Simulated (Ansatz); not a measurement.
**Ga5P4 zinc blende off sphere (Ga₅P₄H₁₆−): single points with varied inputs**

Aim: run Ga5P4 zinc blende off sphere (Ga₅P₄H₁₆−) under a spread of inputs, and see what each costs and gives.

The runs use Ansatz 0.2.0, Gaussian basis; the settings change from run to run.

## (1) The molecule

The structure was relaxed beforehand with PBE-D4/def2-SVP.

25 atoms, charge -1, spin multiplicity 1.

Atoms are counted from 1 here; the program's logs count them from 0.

Bond lengths: Ga1–P6 2.392 Å, Ga1–P7 2.437 Å, Ga1–H10 1.591 Å, Ga1–H11 1.589 Å, Ga2–P6 2.391 Å, Ga2–P8 2.437 Å, Ga2–H12 1.591 Å, Ga2–H13 1.589 Å, Ga3–P6 2.417 Å, Ga3–P9 2.417 Å, Ga3–H14 1.591 Å, Ga3–H15 1.591 Å, Ga4–P7 2.437 Å, Ga4–P9 2.392 Å, Ga4–H16 1.589 Å, Ga4–H17 1.591 Å, Ga5–P8 2.437 Å, Ga5–P9 2.391 Å and more. Angles: P6–Ga1–P7 99.0°, P6–Ga1–H10 112.3°, P6–Ga1–H11 111.3°, P7–Ga1–H10 107.0°, P7–Ga1–H11 104.5°, H10–Ga1–H11 120.1°, P6–Ga2–P8 99.1°, P6–Ga2–H12 112.3°, P6–Ga2–H13 111.3°, P8–Ga2–H12 107.0°, P8–Ga2–H13 104.5°, H12–Ga2–H13 120.1°, P6–Ga3–P9 100.0°, P6–Ga3–H14 108.7°, P6–Ga3–H15 108.7°, P9–Ga3–H14 108.7°, P9–Ga3–H15 108.7°, H14–Ga3–H15 120.1° and more.

## (2) CAM-B3LYP/STO-3G

Options: D3(BJ) dispersion.

in.yaml

```yaml
crystal:
  periodic: [false, false, false]
  atoms:
    - {symbol: Ga, position_ang: [0.227956, -2.952603, -0.110799]}
    - {symbol: Ga, position_ang: [0.223924, -0.112111, -2.950672]}
    - {symbol: Ga, position_ang: [-2.591407, -0.006115, -0.001069]}
    - {symbol: Ga, position_ang: [0.220770, 0.109519, 2.952166]}
    - {symbol: Ga, position_ang: [0.212640, 2.952367, 0.114003]}
    - {symbol: P, position_ang: [-1.034574, -1.312664, -1.309303]}
    - {symbol: P, position_ang: [1.337301, -1.486278, 1.488093]}
    - {symbol: P, position_ang: [1.327954, 1.495639, -1.489623]}
    - {symbol: P, position_ang: [-1.042245, 1.305620, 1.310801]}
    - {symbol: H, position_ang: [1.366685, -3.609532, -1.006847]}
    - {symbol: H, position_ang: [-0.714901, -3.871167, 0.779355]}
    - {symbol: H, position_ang: [1.366398, -1.004570, -3.606013]}
    - {symbol: H, position_ang: [-0.722582, 0.772584, -3.870753]}
    - {symbol: H, position_ang: [-3.385658, -0.982421, 0.972033]}
    - {symbol: H, position_ang: [-3.386323, 0.967574, -0.976284]}
    - {symbol: H, position_ang: [-0.721646, -0.783411, 3.868478]}
    - {symbol: H, position_ang: [1.355881, 1.008162, 3.611793]}
    - {symbol: H, position_ang: [-0.735356, 3.867857, -0.773825]}
    - {symbol: H, position_ang: [1.349361, 3.613128, 1.009793]}
    - {symbol: H, position_ang: [-1.881079, -2.132682, -2.128481]}
    - {symbol: H, position_ang: [2.170666, -2.309834, 2.313434]}
    - {symbol: H, position_ang: [2.400012, -0.805793, 0.810726]}
    - {symbol: H, position_ang: [2.147729, 2.328418, -2.319259]}
    - {symbol: H, position_ang: [2.401924, 0.827483, -0.817693]}
    - {symbol: H, position_ang: [-1.893431, 2.120829, 2.129945]}
basis:
  gaussian: {orbitals: STO-3G}
total_charge: -1
hamiltonian: {xc: {name: CAM-B3LYP}, dispersion: d3bj}
```

The run is started by

```console
$ ansatz run in.yaml --threads 2 --pin off --events-out ev --progress --plain --max-ram 32768MiB --backend cuda --devices 0, --max-vram 18GiB
```

The program printed:

```text
Functional definition: CAM-B3LYP
  name "CAM-B3LYP"
  cite "Yanai, Tew & Handy, Chem. Phys. Lett. 393, 51 (2004) doi:10.1016/j.cplett.2004.06.011"
  cite "Iikura, Tsuneda, Yanai & Hirao, J. Chem. Phys. 115, 3540 (2001) doi:10.1063/1.1383587"
  cite "Becke, Phys. Rev. A 38, 3098 (1988) doi:10.1103/PhysRevA.38.3098"
  cite "Lee, Yang & Parr, Phys. Rev. B 37, 785 (1988) doi:10.1103/PhysRevB.37.785"
  cite "Vosko, Wilk & Nusair, Can. J. Phys. 58, 1200 (1980) doi:10.1139/p80-159"
  parameter alpha = 0.19
  parameter beta = 0.46
  parameter omega = 0.33/bohr
  parameter ac = 0.81
  # Exact exchange under (alpha + beta erf(omega r))/r, Becke's under what is left of 1/r.
  exchange = (1 - alpha - beta)*b88_x + beta*b88_x_sr(omega) + alpha*exact_x + beta*exact_x_lr(omega)
  correlation = (1 - ac)*vwn5_c + ac*lyp_c
1527 factors; integrals over basis functions are off by at most 5.1e-5 eV
565 factors; integrals over basis functions are off by at most 1.6e-6 eV
mean field evaluation 1: about -293038.3783 eV, gradient 1.2e3 eV
mean field evaluation 2: about -295002.5405 eV, gradient 2.0e2 eV
mean field evaluation 4: about -292776.6829 eV, gradient 4.2e2 eV
mean field evaluation 8: about -295774.9701 eV, gradient 8.3e1 eV
mean field evaluation 16: about -295800.7769 eV, gradient 6.6e1 eV
mean field -295815.92553189 eV, -10871.0347520609 hartree, gradient 1.8e-5 eV, S^2 0.000000; 0 other end points of the search recorded, 0 dependent functions left out
reference -295815.92569449 eV, -10871.0347580363 hartree; 116, 116 occupied and 26, 26 virtual orbitals, 1527 factors
Total energy: -295817.15748746 eV, -10871.0800255931 hartree
```

It took 9.5 s on 1 × H100 (card shared with other runs) with 2 threads of AMD EPYC 7R13, shared host; peak host memory 0.82 GiB.

## (3) wB97X-V/def2-mTZVPP

in.yaml, as its differences from that of step 2:

```diff
@@ -29,4 +29,5 @@
 basis:
-  gaussian: {orbitals: STO-3G}
+  gaussian: {orbitals: def2-mTZVPP}
 total_charge: -1
-hamiltonian: {xc: {name: CAM-B3LYP}, dispersion: d3bj}
+hamiltonian: {xc: {name: wB97X-V}}
+output: {forces: true}
```

Launched as before.

The program printed, shortened:

```text
Functional definition: wB97X-V
  name "wB97X-V"
  cite "Mardirossian & Head-Gordon, Phys. Chem. Chem. Phys. 16, 9904 (2014) doi:10.1039/C3CP54374A"
  cite "Becke, J. Chem. Phys. 107, 8554 (1997) doi:10.1063/1.475007"
  cite "Vydrov & Van Voorhis, J. Chem. Phys. 133, 244103 (2010) doi:10.1063/1.3521275"
[...]
      + integral(e_c_pw_opposite_spin*poly(b97_u_opposite, cos0, cos1)) + vv10(b, c)
3457 factors; integrals over basis functions are off by at most 8.1e-4 eV
923 factors; integrals over basis functions are off by at most 3.9e-6 eV
[...]
mean field -299283.06268156 eV, -10998.4496922016 hartree, gradient 6.1e-5 eV, S^2 0.000000; 0 other end points of the search recorded, 0 dependent functions left out
[...]
reference -299283.06267743 eV, -10998.4496920495 hartree; 116, 116 occupied and 252, 252 virtual orbitals, 3457 factors
[...]
Atom 15 at    -0.721646    -0.783411     3.868478 Å, force     0.124246     0.127841    -0.091352 eV/Å
Atom 16 at     1.355881     1.008162     3.611793 Å, force    -0.157320    -0.119410    -0.069426 eV/Å
Atom 17 at    -0.735356     3.867857    -0.773825 Å, force     0.124869    -0.090829     0.126956 eV/Å
Atom 18 at     1.349361     3.613128     1.009793 Å, force    -0.157670    -0.069506    -0.119363 eV/Å
Atom 19 at    -1.881079    -2.132682    -2.128481 Å, force     0.241405     0.244998     0.244358 eV/Å
Atom 20 at     2.170666    -2.309834     2.313434 Å, force    -0.279458     0.240135    -0.240231 eV/Å
Atom 21 at     2.400012    -0.805793     0.810726 Å, force    -0.340909    -0.208775     0.206767 eV/Å
Atom 22 at     2.147729     2.328418    -2.319259 Å, force    -0.274783    -0.242765     0.241453 eV/Å
Atom 23 at     2.401924     0.827483    -0.817693 Å, force    -0.344834     0.204530    -0.205192 eV/Å
Atom 24 at    -1.893431     2.120829     2.129945 Å, force     0.243096    -0.243383    -0.244849 eV/Å
Dipole moment:     0.498541     0.001887    -0.000488 e Å
```

It took 18 s on 1 × H100 (card shared with other runs) with 2 threads of AMD EPYC 7R13, shared host; peak host memory 1.6 GiB.

Largest force 0.675 eV/Å.

## (4) RPBE/def2-SVP

Options: a grid of angular degree 11, D3(BJ) with three-body dispersion.

in.yaml, as its differences from that of step 3:

```diff
@@ -29,5 +29,5 @@
 basis:
-  gaussian: {orbitals: def2-mTZVPP}
+  gaussian: {orbitals: def2-SVP, final_grid: {core_spheres: 5, valence_spheres: 4, degree: 11}}
 total_charge: -1
-hamiltonian: {xc: {name: wB97X-V}}
+hamiltonian: {xc: {name: RPBE}, dispersion: d3bjatm}
 output: {forces: true}
```

Launched as before.

The program printed, shortened:

```text
Functional definition: RPBE
  name "RPBE"
  cite "Hammer, Hansen & Nørskov, Phys. Rev. B 59, 7413 (1999) doi:10.1103/PhysRevB.59.7413"
  cite "Perdew, Burke & Ernzerhof, Phys. Rev. Lett. 77, 3865 (1996) doi:10.1103/PhysRevLett.77.3865"
[...]
3531 factors; their error is unknown
[...]
mean field -299252.04288627 eV, -10997.3097357503 hartree, gradient 4.4e-5 eV, S^2 0.000000; 0 other end points of the search recorded, 0 dependent functions left out
[...]
reference -299252.04295472 eV, -10997.3097382660 hartree; 116, 116 occupied and 196, 196 virtual orbitals, 3531 factors
Total energy: -299258.35693474 eV, -10997.5417727520 hartree
Atom 0 at     0.227956    -2.952603    -0.110799 Å, force     0.101878     0.166054     0.002734 eV/Å
Atom 1 at     0.223924    -0.112111    -2.950672 Å, force     0.099945     0.010585     0.167541 eV/Å
[...]
Atom 15 at    -0.721646    -0.783411     3.868478 Å, force    -0.036284    -0.026343     0.022199 eV/Å
Atom 16 at     1.355881     1.008162     3.611793 Å, force     0.028286    -0.023402     0.021972 eV/Å
Atom 17 at    -0.735356     3.867857    -0.773825 Å, force    -0.035313     0.024236    -0.026950 eV/Å
Atom 18 at     1.349361     3.613128     1.009793 Å, force     0.025529     0.022249    -0.027856 eV/Å
Atom 19 at    -1.881079    -2.132682    -2.128481 Å, force     0.073352     0.018122     0.014278 eV/Å
Atom 20 at     2.170666    -2.309834     2.313434 Å, force    -0.040464     0.009571    -0.010199 eV/Å
Atom 21 at     2.400012    -0.805793     0.810726 Å, force    -0.059758    -0.013090     0.014757 eV/Å
Atom 22 at     2.147729     2.328418    -2.319259 Å, force    -0.038419    -0.011451     0.011971 eV/Å
Atom 23 at     2.401924     0.827483    -0.817693 Å, force    -0.060853     0.012178    -0.014769 eV/Å
Atom 24 at    -1.893431     2.120829     2.129945 Å, force     0.073771    -0.017525    -0.014402 eV/Å
Dipole moment:     0.483755     0.001953    -0.000594 e Å
```

Wall time 12 s (1 × H100 (card shared with other runs) with 2 threads of AMD EPYC 7R13, shared host); peak host memory 0.95 GiB.

Largest force 0.406 eV/Å.

## (5) PBEsol/aug-cc-pVDZ

Options: atoms shaken by 0.03 Å, density fitting with def2-universal-jkfit, the search for lower states set to light.

in.yaml

```yaml
crystal:
  periodic: [false, false, false]
  atoms:
    - {symbol: Ga, position_ang: [0.228855, -2.965605, -0.165398]}
    - {symbol: Ga, position_ang: [0.199579, -0.107149, -2.933907]}
    - {symbol: Ga, position_ang: [-2.566809, -0.013954, 0.041761]}
    - {symbol: Ga, position_ang: [0.156686, 0.155165, 2.988938]}
    - {symbol: Ga, position_ang: [0.197484, 2.963374, 0.164032]}
    - {symbol: P, position_ang: [-1.052913, -1.367332, -1.314401]}
    - {symbol: P, position_ang: [1.411302, -1.477152, 1.474520]}
    - {symbol: P, position_ang: [1.405095, 1.527417, -1.503285]}
    - {symbol: P, position_ang: [-1.115940, 1.299109, 1.280140]}
    - {symbol: H, position_ang: [1.363814, -3.548585, -1.037562]}
    - {symbol: H, position_ang: [-0.719361, -3.859357, 0.748798]}
    - {symbol: H, position_ang: [1.370366, -1.044449, -3.610809]}
    - {symbol: H, position_ang: [-0.754293, 0.815210, -3.878550]}
    - {symbol: H, position_ang: [-3.448655, -0.958146, 0.990595]}
    - {symbol: H, position_ang: [-3.373931, 0.970776, -1.000348]}
    - {symbol: H, position_ang: [-0.755662, -0.713531, 3.862486]}
    - {symbol: H, position_ang: [1.322876, 1.010094, 3.643929]}
    - {symbol: H, position_ang: [-0.752910, 3.863111, -0.737436]}
    - {symbol: H, position_ang: [1.380019, 3.611146, 0.995348]}
    - {symbol: H, position_ang: [-1.941304, -2.075022, -2.121320]}
    - {symbol: H, position_ang: [2.201998, -2.294452, 2.313737]}
    - {symbol: H, position_ang: [2.399570, -0.849884, 0.753543]}
    - {symbol: H, position_ang: [2.126634, 2.342314, -2.317172]}
    - {symbol: H, position_ang: [2.388312, 0.821264, -0.849186]}
    - {symbol: H, position_ang: [-1.909741, 2.105462, 2.118801]}
basis:
  gaussian: {orbitals: aug-cc-pVDZ, fitting: {mean_field: def2-universal-jkfit}}
total_charge: -1
hamiltonian: {xc: {name: PBEsol}}
scf: {lower_state_search: light}
output: {forces: true}
```

The command is unchanged.

The program printed, shortened:

```text
Functional definition: PBEsol
  name "PBEsol"
  cite "Perdew et al., Phys. Rev. Lett. 100, 136406 (2008) doi:10.1103/PhysRevLett.100.136406"
  cite "Perdew, Burke & Ernzerhof, Phys. Rev. Lett. 77, 3865 (1996) doi:10.1103/PhysRevLett.77.3865"
  parent pbesol
[...]
2130 factors; integrals over basis functions are off by at most 3.8e-1 eV
[...]
mean field -298987.67798251 eV, -10987.5945047302 hartree, gradient 7.6e-5 eV, S^2 0.000000; 0 other end points of the search recorded, 0 dependent functions left out
[...]
reference -298987.67821212 eV, -10987.5945131681 hartree; 116, 116 occupied and 316, 316 virtual orbitals, 2130 factors
Total energy: -298987.67821212 eV, -10987.5945131681 hartree
Atom 0 at     0.228855    -2.965605    -0.165398 Å, force    -0.105839     0.180753     0.761286 eV/Å
[...]
Atom 15 at    -0.755662    -0.713531     3.862486 Å, force    -0.390690    -0.443449     0.362296 eV/Å
Atom 16 at     1.322876     1.010094     3.643929 Å, force    -0.077664     0.074014    -0.037124 eV/Å
Atom 17 at    -0.752910     3.863111    -0.737436 Å, force     0.068337    -0.002429     0.037892 eV/Å
Atom 18 at     1.380019     3.611146     0.995348 Å, force    -0.089080    -0.017512     0.120237 eV/Å
Atom 19 at    -1.941304    -2.075022    -2.121320 Å, force    -0.606905    -0.604815    -0.585623 eV/Å
Atom 20 at     2.201998    -2.294452     2.313737 Å, force     0.403385    -0.284658     0.211042 eV/Å
Atom 21 at     2.399570    -0.849884     0.753543 Å, force     1.158111     0.688941    -0.610463 eV/Å
Atom 22 at     2.126634     2.342314    -2.317172 Å, force     1.177196     1.032518    -1.055451 eV/Å
Atom 23 at     2.388312     0.821264    -0.849186 Å, force     1.184142    -0.569762     0.576498 eV/Å
Atom 24 at    -1.909741     2.105462     2.118801 Å, force    -0.498868     0.400942     0.347914 eV/Å
Dipole moment:     0.458906     0.039702     0.125742 e Å
```

It took 12 s on 1 × H100 (card shared with other runs) with 2 threads of AMD EPYC 7R13, shared host; peak host memory 0.88 GiB.

Largest force 3.013 eV/Å.

## (6) All runs side by side

```csv
level,charge,multiplicity,geometry,functions,energy (eV),time
CAM-B3LYP/STO-3G,-1,1,relaxed,142,-295817.157,9.5 s
wB97X-V/def2-mTZVPP,-1,1,relaxed,368,-299283.063,18 s
RPBE/def2-SVP,-1,1,relaxed,312,-299258.357,12 s
PBEsol/aug-cc-pVDZ,-1,1,shaken,432,-298987.678,12 s
```

## (7) Outcome

| quantity | value |
| --- | --- |
| runs | 4 |
| quickest | CAM-B3LYP/STO-3G, 9.5 s |
| slowest | wB97X-V/def2-mTZVPP, 18 s |
| spread of total energies, same state and geometry | 3465.9 eV |

What this shows: The times lie within a factor of two. The totals spread over 3466 eV; they can't be compared across methods or bases. At the PBE-D4/def2-SVP geometry and in the same state, runs without warnings or point charges leave forces up to 0.68 eV/Å (wB97X-V/def2-mTZVPP), against 3.0 eV/Å where the atoms were moved.
